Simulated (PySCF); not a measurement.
**The bond of KN−, level by level**

The task here is to estimate one member of a computed series from the others.

Program: PySCF 2.14.0. Level of theory: K def2-SVPD, N def2-SVPD, no relativity. These are calculated values, not measurements.

4 further runs of the same task are left out: 4 set aside as unsound or not needed.

Set-up of the first run:

The job is set up so:

```
atoms                         : K, N
charge                        : -1
basis                         : K def2-SVPD, N def2-SVPD
Hamiltonian                   : no relativity
basis functions               : 47
electrons treated             : 27
masses in u                   : 38.9637, 14.0031
levels                        : PBE0, PBE, r²SCAN, M06, BP86, PW91, MP2, SCS-MP2, CCSD, CCSD(T)
grid                          : 80 radial by 434 angular points
occupations                   : held fixed by the projection of orbital angular momentum
dissociation limit            : K− + N, each in its ground configuration
starting distance in angstrom : 2.700
values of 2S to try           : 1, 3
```

Run with:

```console
$ OMP_NUM_THREADS=1 python dia.py task.json out
```

Steps of the session up to this table: Set-up; PBE0 along the bond; PBE (GGA); r²SCAN (meta-GGA); M06; BP86 (GGA); PW91 (GGA); Correlated methods on the Hartree–Fock reference.

One of the session's tables, all rows but one given; the rest of the session is left out.

Energy (eV) from each level's lowest point:

```
R (Å)  ROHF-MP2  ROHF-SCS-MP2  ROHF-CCSD  ROHF-CCSD(T)    PBE
2.330     0.316         0.329        n/a           n/a  0.294
2.438     0.134         0.143      0.150         0.155  0.130
2.546     0.038         0.043      0.049         0.052  0.042
2.628     0.006         0.009      0.012         0.014  0.011
2.709     0.000         0.000      0.000         0.000  0.000
2.790     0.013         0.010      0.006         0.004  0.005
2.899         ?             ?          ?             ?      ?
3.034     0.126         0.117      0.093         0.080  0.072
3.197     0.239         0.225      0.179         0.155  0.139
3.413     0.411         0.392        n/a           n/a  0.236
```

**Question.** Estimate the row for R (Å) = 2.899.

Worked estimate for «ROHF-MP2». A straight line through the neighbours (2.790, 0.013) and (3.034, 0.126) gives 0.013 + (0.126 − 0.013) × (2.899 − 2.790) / (3.034 − 2.790) = 0.063; a parabola fitted to 4 rows on both sides gives 0.055.

As computed: ROHF-MP2: 0.052; ROHF-SCS-MP2: 0.046; ROHF-CCSD: 0.035; ROHF-CCSD(T): 0.029; PBE: 0.027. In «ROHF-MP2» the line misses by +0.011 and the parabola by +0.003.
